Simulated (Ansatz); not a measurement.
# GeH2Si: the cost of one run

Program: Ansatz 0.2.0, Gaussian basis. Level of theory: cc-pVTZ, core rule «outside noble gas», up to 19 orbitals frozen. These are calculated values, not measurements.

Plan: UHF; CCSD(T) on ROHF; CCSD(T) on UHF; BCCD(T) on ROHF; CCSDT(Q) on ROHF; CCSDT(Q) on UHF; CASSCF and MRCISD+Q, 9 electrons in 10 orbitals; CASSCF and NEVPT2, 9 electrons in 10 orbitals.

6 further runs of the same task are left out: 6 set aside as unsound or not needed.

**1. What is computed**

The geometry is a PBE0/def2-TZVP stationary point (not a proven minimum) of the parent state, kept for this charge and spin. No spin-orbit coupling is included. The filled d shell of Ge may be among the frozen orbitals whatever the setting's name suggests; the logs give the count.

4 atoms, charge 1, spin multiplicity 4.

Atoms are counted from 1 here; the program's logs count them from 0.

Bond lengths: Si1–Ge2 2.341 Å, Si1–H3 1.514 Å, Ge2–H4 1.581 Å. Angles: Ge2–Si1–H3 106.8°, Si1–Ge2–H4 101.4°.

**2. UHF**

in.yaml

```yaml
crystal:
  periodic: [false, false, false]
  atoms:
    - {symbol: Si, position_ang: [0.000000, -0.139453, 1.671406]}
    - {symbol: Ge, position_ang: [0.000000, 0.056604, -0.661833]}
    - {symbol: H, position_ang: [0.000000, 1.267918, 2.228287]}
    - {symbol: H, position_ang: [0.000000, -1.461483, -1.103914]}
basis:
  gaussian: {orbitals: cc-pVTZ}
total_charge: 1
magnetization: {spin_polarized: true, initial_magnetization: 3}
hamiltonian: {xc: hf}
output: {orbitals: {seedname: orbitals}}
```

Started as:

```sh
$ ansatz run in.yaml --threads 1 --pin off --events-out ev --progress --plain --max-ram 4096MiB --backend cpu
```

What time and memory should one allow on 1 thread of AMD EPYC 7R13, shared host?

About 5.5 s, with a peak of 0.35 GiB.
